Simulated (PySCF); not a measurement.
# C6H11NO2: the cost of one run

Programs: PySCF 2.14.0, with routines of our own; each step states its level. All values are computed. Atoms count from 0.

## 1. The starting structure

20 atoms, charge 0, multiplicity 1; geometry from: GFN2-xTB.

## 2. Excited states: TDA wB97X-D/def2-SVP

Job settings and geometry (Å):

```
{"job": {"kind": "states", "xc": "wB97X-D", "basis": "def2-SVP", "tda": true, "soc": true, "nstates": 8, "ntriplets": 5, "nquad": 4}, "charge": 0, "multiplicity": 1}
C     -1.587738    -1.350199    -0.744893
C     -1.029402    -0.252169     0.148646
C     -1.329421     1.147575    -0.393908
O     -2.315933     1.501211    -0.993311
N     -0.284371     1.929302    -0.055943
C      0.760187     1.260619     0.678954
C      0.489679    -0.224678     0.383396
C      1.304278    -0.657503    -0.844454
O      2.688503    -0.498743    -0.640247
H     -2.663604    -1.216757    -0.827169
H     -1.167531    -1.295223    -1.744847
H     -1.386554    -2.333421    -0.325255
H     -1.529589    -0.311891     1.123435
H     -0.263380     2.916911    -0.247721
H      0.683317     1.476560     1.752922
H      1.749877     1.562038     0.326861
H      0.777857    -0.853273     1.231370
H      1.060065    -0.020026    -1.697096
H      1.074390    -1.698726    -1.102631
H      2.964220    -1.070929     0.084834
```

With the program's defaults for keys left out, this is: TDA wB97X-D/def2-SVP excited states, vertical, gas phase, spin-orbit mean-field couplings.

Started as:

```console
OMP_NUM_THREADS=1 python excited_run.py task.json out
```

The driver reads the jobs from task.json and runs them one after another.

Q: Estimate the wall time and peak memory of this first job on 1 thread of Intel Xeon at 2.60GHz, shared host.

About 52 s, with a peak of 0.84 GiB.
